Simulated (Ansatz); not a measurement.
# CH₃BrZn: one species, many methods

An exercise on one series of results from a longer session: the logs are not shown, and one member is left open.

Program: Ansatz 0.2.0, Gaussian basis. Level of theory: functionals in def2-TZVPP, the program's frozen cores in correlated methods. These are calculated values, not measurements.

Levels to be run: LDA (SPW92), PBE-D4, revPBE-D4, BLYP-D4, r2SCAN-D4, B97M-V, PBE0-D4, B3LYP-D4, r2SCANh-D4, r2SCAN0-D4, HSE06-D4, BHLYP-D4, CAM-B3LYP-D4, LC-ωPBE, ωB97X-V, ωB97M-V, B2PLYP, PBE-QIDH; CCSD(T)/def2-SVP; CCSD(T)/def2-TZVPP; MP2/def2-QZVPP; extrapolation to the limit; RPA on PBE.

**The relaxed structure**

An earlier PBE0-D4 in a triple-zeta def2 set relaxation fixed the geometry.

SMILES `[CH3][Zn][Br]`, 6 atoms, charge 0, spin multiplicity 1.

Atoms are counted from 1 here; the program's logs count them from 0.

Bond lengths: C1–Zn2 1.929 Å, C1–H4 1.091 Å, C1–H5 1.091 Å, C1–H6 1.091 Å, Zn2–Br3 2.248 Å. Angles: Zn2–C1–H4 110.3°, Zn2–C1–H5 110.3°, Zn2–C1–H6 110.3°, H4–C1–H5 108.7°, H4–C1–H6 108.7°, H5–C1–H6 108.7°, C1–Zn2–Br3 180.0°.

The first run:

The input, in.yaml:

```yaml
crystal:
  periodic: [false, false, false]
  atoms:
    - {symbol: C, position_ang: [-0.522835, 0.465547, -0.430926]}
    - {symbol: Zn, position_ang: [0.710659, -0.643089, 0.554703]}
    - {symbol: Br, position_ang: [2.147982, -1.934898, 1.702619]}
    - {symbol: H, position_ang: [-1.419392, -0.101766, -0.687240]}
    - {symbol: H, position_ang: [-0.058619, 0.820316, -1.352883]}
    - {symbol: H, position_ang: [-0.815795, 1.329989, 0.167627]}
basis:
  gaussian: {orbitals: def2-TZVPP}
hamiltonian: {xc: lda}
output: {orbitals: {seedname: orbitals}}
```

On the command line:

```sh
$ ansatz run in.yaml --threads 4 --pin off --events-out ev --progress --plain --max-ram 10444MiB
```

Among the steps run: LDA; PBE-D4 (GGA); revPBE-D4 (GGA); BLYP-D4 (GGA); r2SCAN-D4 (meta-GGA); B97M-V (meta-GGA); B3LYP-D4 (hybrid); r2SCANh-D4 (hybrid); r2SCAN0-D4 (hybrid); HSE06-D4 (hybrid); BHLYP-D4 (hybrid); CAM-B3LYP-D4 (range-separated); LC-ωPBE (range-separated); ωB97X-V (range-separated); ωB97M-V (range-separated); B2PLYP (double hybrid); PBE-QIDH (double hybrid).

One of the session's tables, all rows but one given; the rest of the session is left out.

It belongs to the step «Frontier levels by functional». 

```
  functional  HOMO (eV)  gap (eV)
 LDA (SPW92)      -7.07      5.47
      PBE-D4      -6.90      5.51
   revPBE-D4      -6.84      5.54
     BLYP-D4      -6.72      5.35
   r2SCAN-D4      -7.22      6.19
      B97M-V      -7.25      5.97
     PBE0-D4      -8.16      7.59
    B3LYP-D4      -7.88      7.00
  r2SCANh-D4          ?         ?
  r2SCAN0-D4      -8.37      8.03
    HSE06-D4      -7.76      6.83
    BHLYP-D4      -9.24      9.33
CAM-B3LYP-D4      -9.48      9.71
     LC-ωPBE     -10.90     12.34
     ωB97X-V     -10.53     11.78
     ωB97M-V     -10.39     11.29
```

Estimate the missing values for r2SCANh-D4.

Worked estimate for «HOMO (eV)». Against the share of exact exchange, r2SCAN-D4 (0, -7.22), r2SCAN0-D4 (0.25, -8.37) give a slope of -4.60 per unit share; at 0.1 the line stands at -7.68.

**Answer.** HOMO (eV): -7.68; gap (eV): 6.93. In «HOMO (eV)» the line misses by 0.00.
